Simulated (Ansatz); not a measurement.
# UHF/3-21G run of InNH2Cl (SMILES [NH2][In][Cl])

What is the electronic atomisation energy of InNH2Cl at UHF/3-21G? 

The results are computed with Ansatz 0.2.0.

58 further runs of the same task are left out: 58 set aside as unsound or not needed.

## (1) The structure to begin with

InNH2Cl has 5 atoms, charge 0, and is taken as a doublet. As SMILES, `[NH2][In][Cl]`. The shape is that of a PBE0-D4/def2-TZVP optimisation. This is one conformer, not always the lowest.

Bond lengths: N1–In2 2.072 Å, In2–Cl3 2.369 Å, N1–H4 1.015 Å, N1–H5 1.017 Å. Angles: N1–In2–Cl3 113.1°, In2–N1–H4 113.0°, In2–N1–H5 110.3°, H4–N1–H5 107.4°.

## (2) A single-point energy at UHF/3-21G

run.yaml reads:

```yaml
crystal:
  periodic: [false, false, false]
  atoms:
    - {symbol: N, position_ang: [-0.142600, 0.808600, -0.493900]}
    - {symbol: In, position_ang: [-0.411600, -1.217800, -0.153300]}
    - {symbol: Cl, position_ang: [1.391500, -2.211500, 1.018700]}
    - {symbol: H, position_ang: [-0.999700, 1.283800, -0.756700]}
    - {symbol: H, position_ang: [0.212300, 1.263200, 0.343800]}
basis:
  gaussian: {orbitals: 3-21G-spherical.json}
magnetization: {spin_polarized: true, initial_magnetization: 1}
hamiltonian: {xc: hf}
accuracy: high
output: {orbitals: {seedname: orbitals}}
```

The basis set 3-21G is read from a file made from the Basis Set Exchange's data (not shown).

The run is started by

```
ansatz run run.yaml --threads 1 --pin off --max-ram 2610MiB --events-out events.jsonl --progress --plain --runs-dir runs
```

Standard output:

```text
Warning: RAYON_NUM_THREADS=1 ignored (pool sized by the plan → 1); use --threads N
Functional definition: HF
  name "HF"
  exchange = exact_x
  correlation = 0
1196 factors; integrals over basis functions are off by at most 5.0e-9 eV
mean field evaluation 1: about -169453.3640 eV, gradient 2.2e1 eV
mean field evaluation 2: about -169453.5030 eV, gradient 2.2e1 eV
mean field evaluation 4: about -169456.0635 eV, gradient 1.9e0 eV
mean field evaluation 8: about -169456.1412 eV, gradient 3.4e-1 eV
mean field evaluation 16: about -169456.1462 eV, gradient 8.2e-6 eV
mean field evaluation 32: about -169455.9498 eV, gradient 7.7e-1 eV
mean field -169456.14622924 eV, -6227.3985124232 hartree, gradient 3.2e-8 eV, S^2 0.763665; 0 other end points of the search recorded, 0 dependent functions left out
reference -169456.14622924 eV, -6227.3985124232 hartree; 38, 37 occupied and 19, 20 virtual orbitals, 1196 factors
Total energy: -169456.14622924 eV, -6227.3985124232 hartree
```

It took 2.8 s on 1 thread of Arm Neoverse V1, shared host; peak memory 0.19 GiB.

## (3) The Cl atom

job.yaml reads:

```yaml
crystal:
  periodic: [false, false, false]
  atoms:
    - {symbol: Cl, position_ang: [0.000000, 0.000000, 0.000000]}
basis:
  gaussian:
    orbitals: 3-21G.json
hamiltonian:
  xc: hf
magnetization:
  spin_polarized: true
  initial_magnetization: 1
accuracy: high
```

The basis set 3-21G is read from a file made from the Basis Set Exchange's data (not shown).

The run is started by

```
ansatz run job.yaml --threads 1 --pin off --max-ram 2610MiB --events-out events.jsonl --progress --plain --runs-dir runs
```

Standard output:

```text
Warning: RAYON_NUM_THREADS=1 ignored (pool sized by the plan → 1); use --threads N
[... 4 set-up lines as earlier in the session ...]
77 factors; integrals over basis functions are off by at most 2.5e-9 eV
mean field evaluation 1: about -12443.0941 eV, gradient 2.3e0 eV
mean field evaluation 2: about -12443.0959 eV, gradient 2.2e0 eV
mean field evaluation 4: about -12443.1283 eV, gradient 2.2e-1 eV
mean field evaluation 8: about -12443.1289 eV, gradient 2.9e-3 eV
mean field evaluation 16: about -12443.1234 eV, gradient 6.8e-1 eV
mean field evaluation 32: about -12443.1289 eV, gradient 9.0e-3 eV
mean field -12443.12887118 eV, -457.2765517601 hartree, gradient 6.4e-8 eV, S^2 0.750372; 0 other end points of the search recorded, 0 dependent functions left out
reference -12443.12887118 eV, -457.2765517601 hartree; 9, 8 occupied and 4, 5 virtual orbitals, 77 factors
Total energy: -12443.12887118 eV, -457.2765517601 hartree
```

It took 0.04 s on 1 thread of Arm Neoverse V1, shared host.

## (4) The H atom at the same level

molecule.yaml reads:

```yaml
crystal:
  periodic: [false, false, false]
  atoms:
    - {symbol: H, position_ang: [0.000000, 0.000000, 0.000000]}
basis:
  gaussian: {orbitals: 3-21G.json}
accuracy: high
magnetization: {spin_polarized: true, initial_magnetization: 1}
hamiltonian: {xc: hf}
```

The basis set 3-21G is read from a file made from the Basis Set Exchange's data (not shown).

The run is started by

```
ansatz run molecule.yaml --threads 1 --pin off --max-ram 2610MiB --events-out events.jsonl --progress --plain --runs-dir runs
```

Standard output:

```text
Warning: RAYON_NUM_THREADS=1 ignored (pool sized by the plan → 1); use --threads N
[... 4 set-up lines as earlier in the session ...]
3 factors; integrals over basis functions are off by at most 1.3e-8 eV
mean field evaluation 1: about -13.4868 eV, gradient 1.3e0 eV
mean field evaluation 2: about -13.4868 eV, gradient 1.3e0 eV
mean field evaluation 4: about -13.5023 eV, gradient 2.1e-5 eV
mean field evaluation 8: about -13.5023 eV, gradient 1.0e-12 eV
mean field -13.50225274 eV, -0.4961986360 hartree, gradient 4.5e-8 eV, S^2 0.750000; 0 other end points of the search recorded, 0 dependent functions left out
reference -13.50225274 eV, -0.4961986360 hartree; 1, 0 occupied and 1, 2 virtual orbitals, 3 factors
Total energy: -13.50225274 eV, -0.4961986360 hartree
```

Run time: 0.02 s. Hardware: 1 thread of Arm Neoverse V1, shared host.

## (5) The In atom at the same level

job.yaml reads:

```yaml
crystal:
  periodic: [false, false, false]
  atoms:
    - {symbol: In, position_ang: [0.000000, 0.000000, 0.000000]}
basis:
  gaussian: {orbitals: 3-21G-spherical.json}
magnetization: {spin_polarized: true, initial_magnetization: 1}
hamiltonian: {xc: hf}
accuracy: high
```

The basis set 3-21G is read from a file made from the Basis Set Exchange's data (not shown).

Run the same way, it converges to -5714.72276 Eh (log not shown).

## (6) The N atom, same level

in.yaml reads:

```yaml
crystal:
  periodic: [false, false, false]
  atoms:
    - {symbol: N, position_ang: [0.000000, 0.000000, 0.000000]}
basis:
  gaussian:
    orbitals: 3-21G.json
hamiltonian:
  xc: hf
accuracy: high
magnetization:
  spin_polarized: true
  initial_magnetization: 3
```

The basis set 3-21G is read from a file made from the Basis Set Exchange's data (not shown).

Run the same way, it converges to -54.10539 Eh (log not shown).

## (7) Summary of results

Level: UHF/3-21G.

| quantity | value |
| --- | --- |
| molecule: total energy | -6227.39851 Eh |
| molecule: HOMO energy (highest over α and β) | -8.68 eV |
| molecule: LUMO energy (lowest over α and β) | -0.28 eV |
| molecule: ⟨S²⟩ | 0.764 |
| Cl atom: total energy | -457.27655 Eh |
| Cl atom: ⟨S²⟩ | 0.750 |
| H atom: total energy | -0.49620 Eh |
| H atom: ⟨S²⟩ | 0.750 |
| In atom: total energy | -5714.72276 Eh |
| In atom: ⟨S²⟩ | 0.750 |
| N atom: total energy | -54.10539 Eh |
| N atom: ⟨S²⟩ | 3.752 |
| electronic atomisation energy | 8.202 eV |

**Reading.** Taking the molecule apart into free atoms costs 8.20 eV (791 kJ/mol), before zero-point energy and without spin-orbit coupling. Hartree–Fock lacks the correlation of the bonding pairs, which as a rule makes this value much too low; in minimal bases other errors can mask that. The basis has no polarisation functions, which makes bonds too weak. Relativity is left out (molecule) although the molecule holds a heavy atom. Relativity is left out (In atom) although the molecule holds a heavy atom.
